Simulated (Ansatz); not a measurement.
# C8H5F3: the cost of one run

Computed with Ansatz 0.2.0 (the levels named in each step, unless a step's input says otherwise).

### Step 1. The system as given

Bond lengths (14 of 16 bonds, heavy atoms first): F1–C2 1.352 Å, C2–F3 1.347 Å, C2–F4 1.366 Å, C2–C5 1.446 Å, C5–C6 1.349 Å, C6–C7 1.439 Å, C7–C8 1.368 Å, C8–C9 1.393 Å, C9–C10 1.393 Å, C6–C11 1.430 Å, C10–C11 1.370 Å, C7–H12 1.078 Å, C8–H13 1.081 Å, C9–H14 1.079 Å. Angles (14 of 25 angles, heavy atoms first): F1–C2–F3 105.8°, F1–C2–F4 105.2°, F1–C2–C5 112.9°, F3–C2–F4 105.3°, F3–C2–C5 113.0°, F4–C2–C5 113.9°, C2–C5–C6 142.6°, C5–C6–C7 122.4°, C5–C6–C11 120.6°, C7–C6–C11 117.0°, C6–C7–C8 120.3°, C7–C8–C9 121.4°, C8–C9–C10 119.5°, C9–C10–C11 120.7°.

As a file:

```xyz
16

F     2.4457   -0.7435    1.3194
C     1.8412   -0.4643    0.1430
F     2.8015    0.0473   -0.6514
F     1.5348   -1.6795   -0.3995
C     0.7029    0.4150    0.2902
C    -0.6279    0.4905    0.0797
C    -1.3798   -0.5919   -0.4979
C    -2.7306   -0.4725   -0.6817
C    -3.4119    0.6894   -0.3253
C    -2.7070    1.7554    0.2293
C    -1.3550    1.6708    0.4310
H    -0.8553   -1.4906   -0.7781
H    -3.2748   -1.3003   -1.1138
H    -4.4768    0.7626   -0.4797
H    -3.2325    2.6579    0.5043
H    -0.8045    2.4930    0.8596
```

### Step 2. A rough first relaxation, PBE-D4/def2-SVP

File input.yaml:

```yaml
crystal:
  periodic: [false, false, false]
  atoms:
    - { symbol: F, position_ang: [2.44567, -0.74351, 1.31939] }
    - { symbol: C, position_ang: [1.84119, -0.46432, 0.14301] }
    - { symbol: F, position_ang: [2.80149, 0.04728, -0.65141] }
    - { symbol: F, position_ang: [1.53476, -1.67946, -0.3995] }
    - { symbol: C, position_ang: [0.70292, 0.41501, 0.29019] }
    - { symbol: C, position_ang: [-0.62789, 0.4905, 0.07968] }
    - { symbol: C, position_ang: [-1.37976, -0.5919, -0.49792] }
    - { symbol: C, position_ang: [-2.7306, -0.47251, -0.68167] }
    - { symbol: C, position_ang: [-3.4119, 0.68943, -0.32529] }
    - { symbol: C, position_ang: [-2.70698, 1.75543, 0.22933] }
    - { symbol: C, position_ang: [-1.355, 1.67076, 0.43101] }
    - { symbol: H, position_ang: [-0.85534, -1.49063, -0.77805] }
    - { symbol: H, position_ang: [-3.27476, -1.30035, -1.11376] }
    - { symbol: H, position_ang: [-4.47679, 0.7626, -0.47967] }
    - { symbol: H, position_ang: [-3.23245, 2.65793, 0.50435] }
    - { symbol: H, position_ang: [-0.80453, 2.493, 0.85958] }
magnetization:
  spin_polarized: true
  initial_magnetization: 2
basis:
  gaussian: { orbitals: def2-SVP }
hamiltonian:
  xc: pbe
  dispersion: d4
relax:
  f_tol: 0.03
  max_steps: 200
```

Command:

```bash
$ ansatz run input.yaml --threads 8 --pin off --max-ram 22528MiB --backend cpu --events-out ev --progress --plain --runs-dir out
```

**Question.** How long does this run take on 8 threads of Arm Neoverse V2, shared host, and how much memory does it need?

About 16 s, with a peak of 0.34 GiB.
